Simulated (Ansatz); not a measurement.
# Cu: the cost of one run

Method: DFT PBE, scalar-relativistic, plane waves, PAW, unless a step names another level, in Ansatz 0.2.0.

3 further runs of the same task are left out: 1 that didn't finish, 2 set aside as unsound or not needed. Runs told in other sessions of the task aren't counted.

## (1) The starting structure

Symmetry: Fm-3m, No. 225, cubic system. The conventional cell has a = 3.630 Å, b = 3.630 Å, c = 3.630 Å, α = 90.00°, β = 90.00°, γ = 90.00°. Cu (site symmetry m-3m) is surrounded by 12 Cu at 2.57 Å.

As a file:

```
CELL_PARAMETERS angstrom
1.28324 0.74088 2.09614
-1.28324 0.74088 2.09614
0.00000 -1.48176 2.09614
ATOMIC_POSITIONS crystal
Cu 0.50000 0.50000 0.50000
```

It is the end of an earlier relaxation with the same method, from a distorted copy of a database structure. At a tolerance of 0.05 Å it has space group Fm-3m (No. 225); it has 11.96 Å³/atom, an uncorrected energy of -0.00 eV/atom over the standard state.

## (2) Static run: bands, density of states and charges

Contents of input.yaml:

```yaml
crystal:
  lattice:
    - [1.2832415992, 0.7408798827, 2.0961379869]
    - [-1.2832415992, 0.7408798827, 2.0961379869]
    - [0.0, -1.4817597654, 2.0961379869]
  atoms:
    - { symbol: Cu, position: [0.5, 0.5, 0.5] }
basis:
  ecutwfc: 420
kpoints:
  mp_grid: { grid: [24, 24, 24] }
  band_path:
    path:
      - [[0.0, 0.0, 0.0], [0.49999999, 0.50009751, 9.752e-05], [0.62502438, 0.62514628, 0.2501219]]
      - [[0.75007315, 0.37521945, 0.3751463], [0.0, 0.0, 0.0], [0.50004877, 0.50014629, 0.50009752], [0.75004876, 0.50019505, 0.25014629], [0.49999999, 0.50009751, 9.752e-05]]
    npoints: 14
hamiltonian:
  xc: pbe
scf:
  occupations: { method: gaussian, width: 0.1 }
  n_extra_bands: 6
output:
  forces: true
  stress: true
  eigenvalues: true
  populations: true
  dos: { projected: true, de: 0.02, nscf_kmesh: { grid: [29, 29, 29] } }
  bader: true
  write_density: true
  write_potential: true
  elf: true
  volumetric_format: npy
```

Command:

```
$ ansatz run input.yaml --threads 1 --pin off --max-ram 2560MiB --backend cpu --events-out ev --progress --plain --runs-dir out
```

Q: Estimate wall time and peak memory on 1 thread of Intel Xeon at 2.50GHz (Skylake/Cascade Lake), shared host.

About 1.8 min, with a peak of 0.58 GiB.
